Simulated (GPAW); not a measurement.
# Al in GPAW: settings compared

One slab, Al, is run at these levels: LDA, PBEsol; tasks: density of states.

Everything below comes from runs of GPAW 26.7.0. Logs are shortened: lines on timing, memory, paths and dates and some standing lists are left out, and cuts for length are marked. The log counts tension as positive stress, the text compression.

## 1. The cell of the first run

The cell holds a slab with vacuum, 5 atoms: a = 2.862 Å, b = 2.862 Å, c = 24.348 Å, α = 90.00°, β = 90.00°, γ = 120.00°.

## 2. Density of states, LDA (the (1 1 1) slab of Al, cut from the database cell, not relaxed)

File run.py:

```python
import numpy as np
from ase import Atoms
from ase.dft.bandgap import bandgap
from ase.io import write
from gpaw import GPAW, PW, setup_paths

setup_paths.insert(0, '.')

atoms = Atoms(['Al', 'Al', 'Al', 'Al', 'Al'],
              cell=[[2.862339966, 0, 0],
                    [-1.431169983, 2.4788591248, 0],
                    [0.0, 0.0, 24.3483631827]],
              scaled_positions=[[0.6666666667, 0.3333333333, 0.3080289194],
                                [0.3333333333, 0.6666666667, 0.4040144597],
                                [0.0, 0.0, 0.5],
                                [0.6666666667, 0.3333333333, 0.5959855403],
                                [0.3333333333, 0.6666666667, 0.6919710806]],
              pbc=True)

calc = GPAW(mode=PW(450),
            xc='LDA',
            kpts={'size': (11, 11, 1), 'gamma': True},
            occupations={'name': 'fermi-dirac', 'width': 0.05},
            nbands=16,
            convergence={'density': 1e-05, 'energy': 1e-05},
            maxiter=80,
            txt='gpaw.txt')
atoms.calc = calc
energy = atoms.get_potential_energy()
forces = atoms.get_forces()
calc.write('gs.gpw')
write('result.traj', atoms)
print(f'Energy: {energy:.6f} eV')
print('Forces (eV/A):')
print(forces.round(4))
print('Fermi level:', round(calc.get_fermi_level(), 4), 'eV')
print(f'Gap: {bandgap(calc)[0]:.4f} eV, direct: {bandgap(calc, direct=True)[0]:.4f} eV')

dense = calc.fixed_density(kpts={'size': (16, 16, 1), 'gamma': True}, update_fermi_level=True,
                           nbands=40, convergence={'bands': 'CBM+6.0', 'eigenstates': 1e-6}, txt='dos.txt')
ef = dense.get_fermi_level()
dos = dense.dos(shift_fermi_level=False)
energies = np.linspace(ef - 14, ef + 6, 401)
spins = [None]
columns = [energies] + [dos.raw_dos(energies, spin=s, width=0.1) for s in spins]
for symbol, l in [('Al', 0), ('Al', 1), ('Al', 2)]:
    for s in spins:
        columns.append(sum(dos.raw_pdos(energies, a=a.index, l=l, spin=s, width=0.1)
                           for a in atoms if a.symbol == symbol))
np.savetxt('dos.dat', np.array(columns).T, fmt='%.4f')
print('Fermi level on the dense mesh:', round(ef, 4), 'eV')
```

Potentials or basis: PAW data sets generated in the run's folder for this functional, pw.

Run with:

```sh
> gpaw-setup -f LDA Al
> OMP_NUM_THREADS=1 python run.py
```

gpaw.txt:

```text
__  _  _
 | _ |_)|_||  |
 |__||  | ||/\| - 26.7.0

Input parameters:
  mode=PW(ecut=450.00000000000006),
  convergence={'density': 1e-05, 'energy': 1e-05},
  kpts=MonkhorstPack(size=(11, 11, 1), gamma=True),
  maxiter=80,
  nbands=16,
  occupations=Occupations(name='fermi-dirac', width=0.05),
  xc=XC(name='LDA')

Diagonalizing LCAO Hamiltonian
Converting LCAO to pw mode

        Al

           Al

       Al

        Al

           Al

Atoms  # Å, Bohr magnetons
|   | symbol |         x |        y |         z |    initial magnetic moments |
|---|--------|-----------|----------|-----------|-----------------------------|
| 0 |     Al |  1.431170 | 0.826286 |  7.500000 | ( 0.0000,  0.0000,  0.0000) |
| 1 |     Al | -0.000000 | 1.652573 |  9.837091 | ( 0.0000,  0.0000,  0.0000) |
| 2 |     Al |  0.000000 | 0.000000 | 12.174182 | ( 0.0000,  0.0000,  0.0000) |
| 3 |     Al |  1.431170 | 0.826286 | 14.511272 | ( 0.0000,  0.0000,  0.0000) |
| 4 |     Al | -0.000000 | 1.652573 | 16.848363 | ( 0.0000,  0.0000,  0.0000) |

Unit cell  # Å
| periodic |         x |        y |         z |   lengths |     angles |
|----------|-----------|----------|-----------|-----------|------------|
|      yes |  2.862340 | 0.000000 |  0.000000 |  2.862340 |  90.000000 |
|      yes | -1.431170 | 2.478859 |  0.000000 |  2.862340 |  90.000000 |
|      yes |  0.000000 | 0.000000 | 24.348363 | 24.348363 | 120.000000 |

Number of symmetries: 12
Symmetry operations  # r_c * U_cc + t_c -> r_c
|    | kind |            matrix            |
|----|------|------------------------------|
|  0 |  σ   |  1, 1, 0,  0,-1, 0,  0, 0, 1 |
|  1 |  S6  |  1, 1, 0, -1, 0, 0,  0, 0,-1 |
|  2 |  E   |  1, 0, 0,  0, 1, 0,  0, 0, 1 |
|  3 |  C2  |  1, 0, 0, -1,-1, 0,  0, 0,-1 |
|  4 |  C2  |  0, 1, 0,  1, 0, 0,  0, 0,-1 |
|  5 |  C3  |  0, 1, 0, -1,-1, 0,  0, 0, 1 |
|  6 |  S6  |  0,-1, 0,  1, 1, 0,  0, 0,-1 |
|  7 |  σ   |  0,-1, 0, -1, 0, 0,  0, 0, 1 |
|  8 |  σ   | -1, 0, 0,  1, 1, 0,  0, 0, 1 |
|  9 |  i   | -1, 0, 0,  0,-1, 0,  0, 0,-1 |
| 10 |  C3  | -1,-1, 0,  1, 0, 0,  0, 0, 1 |
| 11 |  C2  | -1,-1, 0,  0, 1, 0,  0, 0,-1 |

BZ-sampling:
  Number of BZ points: 121
  Number of IBZ points: 16

  Monkhorst-Pack size: [11, 11, 1]
  Monkhorst-Pack shift: [0, 0, 0]

K-points  # in reciprocal-cell coordinates
|     |                                coordinates |     weight |
|-----|--------------------------------------------|------------|
|   0 | (  0.00000000,   0.00000000,   0.00000000) | 0.00826446 |
|   1 | (  0.09090909,   0.00000000,   0.00000000) | 0.04958678 |
|   2 | (  0.18181818,  -0.09090909,   0.00000000) | 0.04958678 |
|   3 | (  0.18181818,   0.00000000,   0.00000000) | 0.04958678 |
|   4 | (  0.27272727,  -0.09090909,   0.00000000) | 0.09917355 |
|   5 | (  0.27272727,   0.00000000,   0.00000000) | 0.04958678 |
|   6 | (  0.36363636,  -0.18181818,   0.00000000) | 0.04958678 |
|   7 | (  0.36363636,  -0.09090909,   0.00000000) | 0.09917355 |
|   8 | (  0.36363636,   0.00000000,   0.00000000) | 0.04958678 |
|   9 | (  0.36363636,   0.36363636,   0.00000000) | 0.04958678 |
| ... |                                            |            |
|  15 | (  0.45454545,   0.45454545,   0.00000000) | 0.04958678 |

Plane wave coefficients: 3807
Cutoff: 450.00000000000006 eV

Spin-components: 1 (collinear spins)
Bands:           16
Projectors:      25
Spin-degeneracy: 2
Datatype:        complex128

Density:
  Valence electrons: 15.0
  Components: 1
  Grid points: [ 15  15 120]
  Charge: 0.0  # |e|

Potential:
  Grid points: [ 15  15 120]

species:
  Al:
    name:    Aluminium
    Z:       13.0
    valence: 3
    core:    10
    charge:  0.0  # [|e|]
    compensation charges:
      type: gauss
      rc: 0.34  # [Å]
      lmax: 2
    cutoffs:
      filter: 1.91  # [Å]
      core: 2.36  # [Å]
    projectors
    | kind |    occ | energy [eV] | rcut [Å] |
    |------|--------|-------------|----------|
    |   3s |  2.000 |      -7.829 |    1.085 |
    |   3p |  1.000 |      -2.783 |    1.085 |
    |    s |        |      19.382 |    1.085 |
    |    p |        |      24.428 |    1.085 |
    |    d |        |       0.000 |    1.085 |

    Using partial waves for Al as LCAO basis

Reference energy: -32892.106570  # eV

eigensolver:
  PPCG
  Converge bands: occupied
  niter=2

density mixing:
  MSR1-Mixer
  Pratt-step length: 0.05
  Maximum mixing coefficient: 0.75
  Old densities: 10
  SVD Regularization: 0.005
  Good broyden scale: 1.0
  Trust region scale: 1.0
  Backstep threshold: 4.0
  History deletion threshold: 6.0
  Fourier metric: weight=20.0, sigma=0.015

occupation numbers:
  Fermi-Dirac:
    width: 0.0500  # eV

poisson solver:
  ecut: 3600.0000000000005  # eV

xc functional:
  name: None

convergence criteria:
- Maximum integral of absolute [dens]ity change: 1e-05 electrons / valence electron
- Maximum [total energy] change in last 3 cyles: 1e-05 eV / valence electron
- Maximum integral of absolute [eigenst]ate change: 4e-08 eV^2 / valence electron
maximum number of iterations: 80

SCF iterations
|iter     | |      energy | eigst |  dens |
|---------|-|-------------|-------|-------|
|iter:   1| |  -20.212216 | -0.11 |       |
|iter:   2| |  -20.097909 | -1.56 | -0.89 |
|iter:   3| |  -20.283354 | -2.05 | -0.95 |
|iter:   4| |  -19.992795 | -2.40 | -1.04 |
|iter:   5| |  -19.970373 | -3.01 | -1.40 |
|iter:   6| |  -19.969599 | -4.14 | -2.08 |
|iter:   7| |  -19.969415 | -5.00 | -2.62 |
|iter:   8| |  -19.969475 | -5.76 | -3.13 |
|iter:   9| |  -19.969451c| -6.52 | -3.53 |
|iter:  10| |  -19.969455c| -7.27 | -4.39 |
|iter:  11| |  -19.969455c| -7.84c| -5.13c|

Converged in 11 steps
Energy contributions relative to reference atoms: (reference = -32892.106570)

Energy contributions:
  Kinetic:          16.801439
  Coulomb:          -8.916461
  Zero:             -0.019392
  External:          0.000000
  Xc:              -27.824445
  Entropy:          -0.021192
  Spinorbit:         0.000000
  ----------------------------
  Free energy:     -19.980051
  Extrapolated:    -19.969455

dipole moment: (-2.471012, -4.279918, -0.000030)  # |e|*Ang

Fermi level: 1.205
Eigenvalues  # (at kpt = [0.000, 0.000, 0.000])
| band index |      eig [eV] | occ [0-2] |
|------------|---------------|-----------|
|          0 |        -9.662 |     2.000 |
|          1 |        -8.957 |     2.000 |
|          2 |        -7.856 |     2.000 |
|          3 |        -6.323 |     2.000 |
|          4 |        -4.435 |     2.000 |
|          5 |        -2.364 |     2.000 |
[... 8 lines left out ...]
|         14 |        10.000 |     0.000 |
|         15 |        12.041 |     0.000 |

No gap
No difference between direct/indirect transitions

Forces  # eV/Ang
|        x |       y |        z |
|----------|---------|----------|
| -0.00000 | 0.00000 |  0.08098 |  # Al   0
| -0.00000 | 0.00000 |  0.08725 |  # Al   1
| -0.00000 | 0.00000 |  0.00000 |  # Al   2
|  0.00000 | 0.00000 | -0.08725 |  # Al   3
|  0.00000 | 0.00000 | -0.08098 |  # Al   4

# Writing to gs.gpw (mode='')
```

Wall time 54 s (1 thread of Arm Neoverse V1, shared host); peak memory 0.3 GiB.

What came out:

```yaml
Free_energy: -19.9801 eV
Largest_force: 0.087 eV/Å
Band_gap_on_the_k_mesh: none (metal or under the smearing width)
Density_of_states_at_the_Fermi_level: 3.01 states/eV per cell
```

Forces on the atoms (eV/Å):
```
Al   0.000  0.000  0.081
Al   0.000  0.000  0.087
Al   0.000  0.000  0.000
Al   0.000  0.000 -0.087
Al   0.000  0.000 -0.081
```

States per cell in windows of 1 eV (zero at the Fermi level; states under -8 eV left out):
| from (eV) | total |
| --- | --- |
| -8.0 | 1.10 |
| -7.0 | 1.27 |
| -6.0 | 1.35 |
| -5.0 | 1.60 |
| -4.0 | 1.89 |
| -3.0 | 1.94 |
| -2.0 | 1.68 |
| -1.0 | 2.28 |
| 0.0 | 2.35 |
| 1.0 | 2.52 |
| 2.0 | 2.39 |
| 3.0 | 2.81 |
| 4.0 | 3.57 |
| 5.0 | 3.55 |

[end of part 1 of 2]
